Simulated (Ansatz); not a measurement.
# Si2H5O2 radical: a ladder of functionals and wavefunction methods

The task here is to estimate one member of a computed series from the others.

Method: functionals in def2-TZVPP, the program's frozen cores in correlated methods; program: Ansatz 0.2.0, Gaussian basis.

Plan: LDA (SPW92), PBE-D4, revPBE-D4, BLYP-D4, r2SCAN-D4, B97M-V, PBE0-D4, B3LYP-D4, r2SCANh-D4, r2SCAN0-D4, HSE06-D4, BHLYP-D4, CAM-B3LYP-D4, LC-ωPBE, ωB97X-V, ωB97M-V, B2PLYP, PBE-QIDH; CCSD(T)/def2-SVP; CCSD(T)/def2-TZVPP; MP2/def2-QZVPP; extrapolation to the limit; RPA on PBE.

## The relaxed structure

An earlier PBE0-D4 in a triple-zeta def2 set relaxation fixed the geometry.

9 atoms, charge 0, spin multiplicity 2.

Atoms are counted from 1 here; the program's logs count them from 0.

Bond lengths: O1–Si2 1.642 Å, O1–H5 0.959 Å, Si2–O3 1.636 Å, Si2–H6 1.492 Å, O3–Si4 1.637 Å, Si4–H7 1.485 Å, Si4–H8 1.486 Å, Si4–H9 1.483 Å. Angles: Si2–O1–H5 118.3°, O1–Si2–O3 110.4°, O1–Si2–H6 104.3°, O3–Si2–H6 109.5°, Si2–O3–Si4 149.1°, O3–Si4–H7 109.9°, O3–Si4–H8 110.2°, O3–Si4–H9 108.4°, H7–Si4–H8 109.2°, H7–Si4–H9 109.6°, H8–Si4–H9 109.5°.

Set-up of the first run:

in.yaml

```yaml
crystal:
  periodic: [false, false, false]
  atoms:
    - {symbol: O, position_ang: [-1.761044, 0.464298, 1.903635]}
    - {symbol: Si, position_ang: [-0.180827, 0.351820, 1.472143]}
    - {symbol: O, position_ang: [-0.044555, 0.114955, -0.140467]}
    - {symbol: Si, position_ang: [0.814172, -0.464126, -1.407909]}
    - {symbol: H, position_ang: [-2.337959, -0.276858, 1.711816]}
    - {symbol: H, position_ang: [0.394745, 1.681219, 1.830226]}
    - {symbol: H, position_ang: [1.762715, 0.571252, -1.890164]}
    - {symbol: H, position_ang: [1.574951, -1.674866, -1.002735]}
    - {symbol: H, position_ang: [-0.133699, -0.814094, -2.493745]}
basis:
  gaussian: {orbitals: def2-TZVPP}
magnetization: {spin_polarized: true, initial_magnetization: 1}
hamiltonian: {xc: lda}
output: {orbitals: {seedname: orbitals}}
```

Among the steps run: LDA; PBE-D4 (GGA); revPBE-D4 (GGA); BLYP-D4 (GGA); r2SCAN-D4 (meta-GGA); B97M-V (meta-GGA); PBE0-D4 (hybrid); B3LYP-D4 (hybrid); r2SCANh-D4 (hybrid); r2SCAN0-D4 (hybrid); HSE06-D4 (hybrid); BHLYP-D4 (hybrid); CAM-B3LYP-D4 (range-separated); LC-ωPBE-D4 (range-separated; the results give it without D4); ωB97X-V (range-separated); ωB97M-V (range-separated); B2PLYP (double hybrid); PBE-QIDH (double hybrid).

One of the session's tables, all rows but one given; the rest of the session is left out.

It belongs to the step «Frontier levels by functional». 

```
  functional  HOMO (eV)  LUMO (eV)  gap (eV)
 LDA (SPW92)      -4.57      -3.31      1.26
      PBE-D4      -4.61      -2.87      1.74
   revPBE-D4      -4.59      -2.72      1.88
     BLYP-D4      -4.43      -2.94      1.50
   r2SCAN-D4      -4.97      -2.38      2.59
      B97M-V      -4.70      -3.13      1.57
     PBE0-D4      -5.83      -1.93      3.90
    B3LYP-D4      -5.56      -2.37      3.19
  r2SCANh-D4          ?          ?         ?
  r2SCAN0-D4      -6.09      -1.63      4.46
    HSE06-D4      -5.43      -2.31      3.12
    BHLYP-D4      -6.90      -1.17      5.73
CAM-B3LYP-D4      -7.09      -1.08      6.01
     LC-ωPBE      -8.52       0.41      8.93
     ωB97X-V      -8.02      -0.20      7.82
     ωB97M-V      -7.62      -0.37      7.26
```

Q: Estimate the row for r2SCANh-D4 from the others.

Worked estimate for «HOMO (eV)». Against the share of exact exchange, r2SCAN-D4 (0, -4.97), r2SCAN0-D4 (0.25, -6.09) give a slope of -4.48 per unit share; at 0.1 the line stands at -5.42.

The run gave: HOMO (eV): -5.42; LUMO (eV): -2.08; gap (eV): 3.34. In «HOMO (eV)» the line misses by 0.00.
